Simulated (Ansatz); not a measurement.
# H2MgSe: the cost of one run

The runs use Ansatz 0.2.0, Gaussian basis; def2-QZVPP, all electrons in the functionals, frozen cores in the correlation of double hybrids and RPA.

Plan: wB97M-V, B2PLYP, at charge 0, triplet; charge 0, singlet; charge 0, quintet; charge 1, doublet; charge 1, quartet.

10 further runs of the same task are left out: 10 set aside as unsound or not needed.

## 1. The system

The geometry is a PBE0/def2-TZVP stationary point (not a proven minimum). No spin-orbit coupling is included. The filled d shell of Se may be among the frozen orbitals whatever the setting's name suggests; the logs give the count.

4 atoms, charge 0, spin multiplicity 3.

Atoms are counted from 1 here; the program's logs count them from 0.

Bond lengths: Se1–Mg2 2.590 Å, Se1–H3 1.483 Å, Mg2–H4 1.918 Å. Angles: Mg2–Se1–H3 81.5°, Se1–Mg2–H4 58.5°.

No dispersion term is added; wB97M-V holds VV10 nonlocal correlation.

The geometry shown and the zero of energy belong to the point charge 0, triplet. The yardstick, RCCSD(T), and other wave-function levels (R restricted, U unrestricted, valence and pair active spaces) come from earlier runs.

## 2. wB97M-V, charge 0, triplet

The input, in.yaml:

```yaml
crystal:
  periodic: [false, false, false]
  atoms:
    - {symbol: Se, position_ang: [0.000000, -0.022156, 0.614699]}
    - {symbol: Mg, position_ang: [0.000000, 0.077876, -1.972879]}
    - {symbol: H, position_ang: [0.000000, 1.452092, 0.452131]}
    - {symbol: H, position_ang: [0.000000, -1.594297, -1.033357]}
basis:
  gaussian: {orbitals: "def2-QZVPP.json"}
magnetization: {spin_polarized: true, initial_magnetization: 2}
hamiltonian: {xc: {name: wB97M-V}}
output: {orbitals: {seedname: orbitals}}
```

The run is started by

```bash
> ansatz run in.yaml --threads 1 --pin off --events-out ev --progress --plain --max-ram 2393MiB
```

**Question.** How long does this run take on 1 thread of Intel Xeon Platinum 8259CL at 2.50GHz, shared host, and how much memory does it need?

About 45 s, with a peak of 0.66 GiB.
